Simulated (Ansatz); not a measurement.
# AlCl3H5NSi: how energies converge with the basis set

One table from this session's results is given with a row withheld; the runs are named, their logs left out.

Computed with Ansatz 0.2.0, Gaussian basis. Level: one geometry, several basis sets.

Levels to be run: PBE0-D4/def2-SVP; ωB97M-V/def2-SVP; PBE0-D4/def2-QZVPP; ωB97M-V/def2-QZVPP; the functionals' def2-TZVPP values are taken from earlier runs.

**Structure used throughout**

An earlier PBE0-D4 in a triple-zeta def2 set relaxation fixed the geometry.

SMILES `[SiH3][NH2+][Al-]([Cl])([Cl])[Cl]`, 11 atoms, charge 0, spin multiplicity 1.

Atoms are counted from 1 here; the program's logs count them from 0.

Bond lengths: Si1–N2 1.809 Å, Si1–H7 1.484 Å, Si1–H8 1.474 Å, Si1–H9 1.474 Å, N2–Al3 1.999 Å, N2–H10 1.019 Å, N2–H11 1.019 Å, Al3–Cl4 2.115 Å, Al3–Cl5 2.114 Å, Al3–Cl6 2.114 Å. Angles: N2–Si1–H7 106.5°, N2–Si1–H8 106.9°, N2–Si1–H9 106.9°, H7–Si1–H8 110.8°, H7–Si1–H9 110.8°, H8–Si1–H9 114.5°, Si1–N2–Al3 118.1°, Si1–N2–H10 110.9°, Si1–N2–H11 110.9°, Al3–N2–H10 104.9°, Al3–N2–H11 104.9°, H10–N2–H11 106.2°, N2–Al3–Cl4 103.7°, N2–Al3–Cl5 101.1°, N2–Al3–Cl6 101.1°, Cl4–Al3–Cl5 115.5°, Cl4–Al3–Cl6 115.5°, Cl5–Al3–Cl6 116.5°.

The first run:

in.yaml reads:

```yaml
crystal:
  periodic: [false, false, false]
  atoms:
    - {symbol: Si, position_ang: [-0.144444, -1.462866, 0.727619]}
    - {symbol: N, position_ang: [0.722875, -0.028088, 0.048018]}
    - {symbol: Al, position_ang: [-0.371869, 1.444418, -0.745809]}
    - {symbol: Cl, position_ang: [-2.362140, 0.762116, -0.525518]}
    - {symbol: Cl, position_ang: [0.365928, 1.476172, -2.727062]}
    - {symbol: Cl, position_ang: [0.176015, 3.069077, 0.491537]}
    - {symbol: H, position_ang: [0.900794, -2.378623, 1.248720]}
    - {symbol: H, position_ang: [-0.878790, -2.087615, -0.386852]}
    - {symbol: H, position_ang: [-0.999627, -0.968872, 1.821367]}
    - {symbol: H, position_ang: [1.292416, 0.424845, 0.761775]}
    - {symbol: H, position_ang: [1.364243, -0.307463, -0.693295]}
basis:
  gaussian: {orbitals: def2-SVP}
hamiltonian: {xc: pbe0, dispersion: d4}
output: {orbitals: {seedname: orbitals}}
```

The run is started by

```bash
ansatz run in.yaml --threads 4 --pin off --events-out ev --progress --plain --max-ram 11315MiB
```

Among the steps run: PBE0-D4 in def2-SVP; ωB97M-V in def2-SVP; PBE0-D4 in def2-QZVPP; ωB97M-V in def2-QZVPP.

One table of the session follows, with a row left open; its other results are not shown here.

It belongs to the step «Functionals by basis». 

| functional | basis | HOMO (eV) |
| --- | --- | --- |
| PBE0-D4 | def2-SVP | ? |
| PBE0-D4 | def2-TZVPP | -8.52 |
| PBE0-D4 | def2-QZVPP | -8.57 |
| ωB97M-V | def2-SVP | -10.51 |
| ωB97M-V | def2-TZVPP | -10.77 |
| ωB97M-V | def2-QZVPP | -10.83 |

Q: Estimate the row for PBE0-D4, def2-SVP from the others.

As computed: HOMO (eV): -8.33. In the column «HOMO (eV)» it is the highest.
